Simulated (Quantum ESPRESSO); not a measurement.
# NaLa (P-6m2) in Quantum ESPRESSO: reference runs

Aim: a first look at NaLa with PBE, on the cell as given and on a disturbed one.

Program: Quantum ESPRESSO 7.5. These are calculated values, not measurements. Logs are shortened: lines on timing, memory, paths and dates and some standing lists are left out, and cuts for length are marked.

## (1) The crystal as given

The structure is hexagonal, space group P-6m2 (No. 187). Conventional cell: a = 3.606 Å, b = 3.606 Å, c = 6.484 Å, α = 90.00°, β = 90.00°, γ = 120.00°. La (site symmetry -6m2) is surrounded by 6 La at 3.61 Å and 6 Na at 3.85 Å. Na (site symmetry -6m2) is surrounded by 6 Na at 3.61 Å and 6 La at 3.85 Å.

The cell comes from a database or a generator and needn't be the stable form of this composition.

## (2) Single point, PBE

The input, pw.in:

```
&CONTROL
  calculation = 'scf'
  prefix = 'pwscf'
  outdir = './tmp'
  pseudo_dir = './pseudo'
  tprnfor = .true.
  tstress = .true.
  disk_io = 'nowf'
/
&SYSTEM
  ibrav = 0
  nat = 2
  ntyp = 2
  ecutwfc = 55
  ecutrho = 440
  nbnd = 16
  occupations = 'smearing'
  smearing = 'fd'
  degauss = 0.00367493
/
&ELECTRONS
  conv_thr = 4d-10
  electron_maxstep = 120
  mixing_beta = 0.5
/
ATOMIC_SPECIES
La   138.9055 La.paw.z_11.atompaw.wentzcovitch.v1.2.upf
Na    22.9898 na_pbe_v1.5.uspp.F.UPF
CELL_PARAMETERS angstrom
   3.6062507687    0.0000000000    0.0000000000
  -1.8031253843    3.1231047781    0.0000000000
   0.0000000000    0.0000000000    6.4837820000
ATOMIC_POSITIONS crystal
La     0.3333333333    0.6666666667    0.5000000000
Na     0.0000000000    0.0000000000    0.0000000000
K_POINTS automatic
9 9 4 0 0 0
```

Potentials or basis: SSSP 1.3 efficiency PBE.

Launch:

```console
$ OMP_NUM_THREADS=1 pw.x -in pw.in > pw.out
```

pw.out:

```text
This program is part of the open-source Quantum ESPRESSO suite
     for quantum simulation of materials; please cite
         "P. Giannozzi et al., J. Phys.:Condens. Matter 21 395502 (2009);
         "P. Giannozzi et al., J. Phys.:Condens. Matter 29 465901 (2017);
         "P. Giannozzi et al., J. Chem. Phys. 152 154105 (2020);
     in publications or presentations arising from this work. More details at

     file La.paw.z_11.atompaw.wentzcovitch.v1.2.upf: wavefunction(s)  6S 0P 5D 0D 4F 0F renormalized
     Message from routine setup:
     using ibrav=0 with symmetry is DISCOURAGED, use correct ibrav instead

     G-vector sticks info
     --------------------
     sticks:   dense  smooth     PW     G-vecs:    dense   smooth      PW
     Sum        1417     703    211                76821    27123    4357

     Using Slab Decomposition

     bravais-lattice index     =            0
     lattice parameter (alat)  =       6.8148  a.u.
     unit-cell volume          =     492.7964 (a.u.)^3
     number of atoms/cell      =            2
     number of atomic types    =            2
     number of electrons       =        20.00
     number of Kohn-Sham states=           16
     kinetic-energy cutoff     =      55.0000  Ry
     charge density cutoff     =     440.0000  Ry
     scf convergence threshold =      4.0E-10
     mixing beta               =       0.5000
     number of iterations used =            8  plain     mixing
     Exchange-correlation=  SLA  PW   PBX  PBC
                           (   1   4   3   4   0   0   0)

     celldm(1)=   6.814826  celldm(2)=   0.000000  celldm(3)=   0.000000
     celldm(4)=   0.000000  celldm(5)=   0.000000  celldm(6)=   0.000000

     crystal axes: (cart. coord. in units of alat)
               a(1) = (   1.000000   0.000000   0.000000 )
               a(2) = (  -0.500000   0.866025   0.000000 )
               a(3) = (   0.000000   0.000000   1.797929 )

     reciprocal axes: (cart. coord. in units 2 pi/alat)
               b(1) = (  1.000000  0.577350 -0.000000 )
               b(2) = (  0.000000  1.154701  0.000000 )
               b(3) = (  0.000000 -0.000000  0.556196 )

     PseudoPot. # 1 for La read from file:
     La.paw.z_11.atompaw.wentzcovitch.v1.2.upf
     Pseudo is Projector augmented-wave + core cor, Zval = 11.0
     Generated using ATOMPAW code
     Shape of augmentation charge: BESSEL
     Using radial grid of 1101 points,  8 beta functions with:
                l(1) =   0
                l(2) =   0
                l(3) =   1
                l(4) =   1
                l(5) =   2
                l(6) =   2
                l(7) =   3
                l(8) =   3
     Q(r) pseudized with 0 coefficients

     PseudoPot. # 2 for Na read from file:
     na_pbe_v1.5.uspp.F.UPF
     Pseudo is Ultrasoft, Zval =  9.0
     Generated by new atomic code, or converted to UPF format
     Using radial grid of  819 points,  5 beta functions with:
                l(1) =   0
                l(2) =   0
                l(3) =   1
                l(4) =   1
                l(5) =   2
     Q(r) pseudized with  8 coefficients,  rinner =    1.250   1.250   1.250
                                                       1.250   1.250

     atomic species   valence    mass     pseudopotential
     La               11.00   138.90550     La( 1.00)
     Na                9.00    22.98980     Na( 1.00)

     12 Sym. Ops. (no inversion) found

   Cartesian axes

     site n.     atom                  positions (alat units)
         1        La     tau(   1) = (  -0.0000000   0.5773503   0.8989644  )
         2        Na     tau(   2) = (   0.0000000   0.0000000   0.0000000  )

     number of k points=    36  Fermi-Dirac smearing, width (Ry)=  0.0037
                       cart. coord. in units 2pi/alat
        k(    1) = (   0.0000000   0.0000000   0.0000000), wk =   0.0061728
        k(    2) = (   0.0000000   0.0000000   0.1390489), wk =   0.0123457
        k(    3) = (   0.0000000   0.0000000  -0.2780978), wk =   0.0061728
        k(    4) = (   0.0000000   0.1283001   0.0000000), wk =   0.0370370
        k(    5) = (   0.0000000   0.1283001   0.1390489), wk =   0.0740741
        k(    6) = (   0.0000000   0.1283001  -0.2780978), wk =   0.0370370
[... 28 lines left out ...]
        k(   35) = (   0.3333333   0.5773503   0.1390489), wk =   0.0246914
        k(   36) = (   0.3333333   0.5773503  -0.2780978), wk =   0.0123457

     Dense  grid:    76821 G-vectors     FFT dimensions: (  45,  45,  81)

     Smooth grid:    27123 G-vectors     FFT dimensions: (  36,  36,  60)

     Initial potential from superposition of free atoms

     starting charge      19.9852, renormalised to      20.0000

     negative rho (up, down):  4.647E-05 0.000E+00
     Starting wfcs are   37 randomized atomic wfcs

     Self-consistent Calculation

     iteration #  1     ecut=    55.00 Ry     beta= 0.50
     Davidson diagonalization with overlap
     ethr =  1.00E-02,  avg # of iterations =  1.4

     Threshold (ethr) on eigenvalues was too large:
     Diagonalizing with lowered threshold

     Davidson diagonalization with overlap
     ethr =  9.59E-04,  avg # of iterations =  1.6

     negative rho (up, down):  3.616E-05 0.000E+00

     total energy              =    -553.46705177 Ry
     estimated scf accuracy    <       0.18928194 Ry

     iteration #  2     ecut=    55.00 Ry     beta= 0.50
     Davidson diagonalization with overlap
     ethr =  9.46E-04,  avg # of iterations =  6.4
[... 106 lines left out ...]
     iteration # 13     ecut=    55.00 Ry     beta= 0.50
     Davidson diagonalization with overlap
     ethr =  3.80E-11,  avg # of iterations =  5.1

     negative rho (up, down):  6.105E-05 0.000E+00

     End of self-consistent calculation

          k = 0.0000 0.0000 0.0000 (  3365 PWs)   bands (ev):

   -46.0261 -26.6352 -17.9454 -17.9410 -17.9410 -10.3974  -9.5310  -9.5310
     3.1980   5.2610   7.2568   7.6130   8.1440   8.1660   8.2269   8.2270

          k = 0.0000 0.0000 0.1390 (  3371 PWs)   bands (ev):

   -46.0261 -26.6352 -17.9451 -17.9410 -17.9410 -10.4005  -9.5310  -9.5310
     3.4944   5.0471   6.8437   7.6139   7.9382   8.1657   8.1659   8.2277
[... 163 lines left out ...]
   -46.0238 -26.4155 -17.9692 -17.9688 -17.9383 -10.5386 -10.5359 -10.1235
     6.5048   6.5109   7.4428   7.4876   7.7647   7.8771   8.0493   8.0841

          k = 0.3333 0.5774-0.2781 (  3396 PWs)   bands (ev):

   -46.0238 -26.4155 -17.9692 -17.9688 -17.9384 -10.5381 -10.5359 -10.1239
     6.3689   6.3876   7.4876   7.5488   7.8769   8.1512   8.1683   8.4715

     the Fermi energy is     6.4782 ev

!    total energy              =    -553.54953614 Ry
     estimated scf accuracy    <          5.2E-11 Ry
     smearing contrib. (-TS)   =      -0.00185157 Ry
     internal energy E=F+TS    =    -553.54768457 Ry

     The total energy is F=E-TS. E is the sum of the following terms:
     one-electron contribution =     -92.22474256 Ry
     hartree contribution      =      51.98401660 Ry
     xc contribution           =     -27.43289838 Ry
     ewald contribution        =     -92.28550949 Ry
     one-center paw contrib.   =    -393.58855076 Ry

     convergence has been achieved in  13 iterations

     negative rho (up, down):  6.105E-05 0.000E+00

     Forces acting on atoms (cartesian axes, Ry/au):

     atom    1 type  1   force =     0.00000000    0.00000000    0.00000000
     atom    2 type  2   force =    -0.00000000   -0.00000000    0.00000000

     Total force =     0.000000     Total SCF correction =     0.000000

     Computing stress (Cartesian axis) and pressure

     negative rho (up, down):  6.105E-05 0.000E+00
          total   stress  (Ry/bohr**3)                   (kbar)     P=       -0.26
  -0.00000488   0.00000000   0.00000000           -0.72        0.00        0.00
   0.00000000  -0.00000488  -0.00000000            0.00       -0.72       -0.00
   0.00000000  -0.00000000   0.00000451            0.00       -0.00        0.66

=------------------------------------------------------------------------------=
   JOB DONE.
=------------------------------------------------------------------------------=
```

Run time: 1.7 min. Hardware: 1 thread of Arm Neoverse V1, shared host; peak memory 0.79 GiB.

What came out:

* Free energy: -7531.4251 eV
* Pressure: 0.0 GPa
* Band gap on the k mesh: none (metal or under the smearing width)

The run has no spin-orbit coupling, so splittings on La are missing.

## (3) Single point, PBE (atoms moved at random, drawn with an rms of 0.05 Å)

Changes to pw.in since step 2:

```diff
@@ -33,4 +33,4 @@
 ATOMIC_POSITIONS crystal
-La     0.3333333333    0.6666666667    0.5000000000
-Na     0.0000000000    0.0000000000    0.0000000000
+La     0.3370370000    0.6676150000    0.5045340000
+Na     0.0054740000    0.0030290000    0.0062880000
 K_POINTS automatic
```

Potentials or basis: SSSP 1.3 efficiency PBE.

Launch:

```console
$ OMP_NUM_THREADS=1 pw.x -in pw.in > pw.out
```

Run time: 6 min. Hardware: 1 thread of Arm Neoverse V1, shared host; peak memory 0.89 GiB.

Results (log left out):

| Property | Result |
| --- | --- |
| Free energy | -7531.4250 eV |
| Pressure | 0.0 GPa |
| Largest force | 0.016 eV/Å |
| Band gap on the k mesh | none (metal or under the smearing width) |

Forces in eV/Å, atoms in the order of the input:
```
La   0.001  0.002  0.016
Na  -0.001 -0.002 -0.016
```

Stress tensor (GPa, compression positive):
```
-0.08  0.00  0.00
 0.00 -0.06  0.00
 0.00  0.00  0.07
```

Levels at points of the mesh, in eV from the Fermi level:
| k point | band 6 | band 7 | band 8 | band 9 | band 10 | band 11 | band 12 | band 13 | band 14 | band 15 |
| --- | --- | --- | --- | --- | --- | --- | --- | --- | --- | --- |
| (0.00, 0.00, 0.00) | -16.88 | -16.01 | -16.01 | -3.28 | -1.22 | 0.78 | 1.13 | 1.67 | 1.69 | 1.75 |
| (0.00, 0.00, -0.50) | -16.88 | -16.01 | -16.01 | -2.35 | -2.03 | 0.02 | 1.14 | 1.39 | 1.69 | 1.75 |

Spin-orbit coupling is left out, which matters for the levels of La.
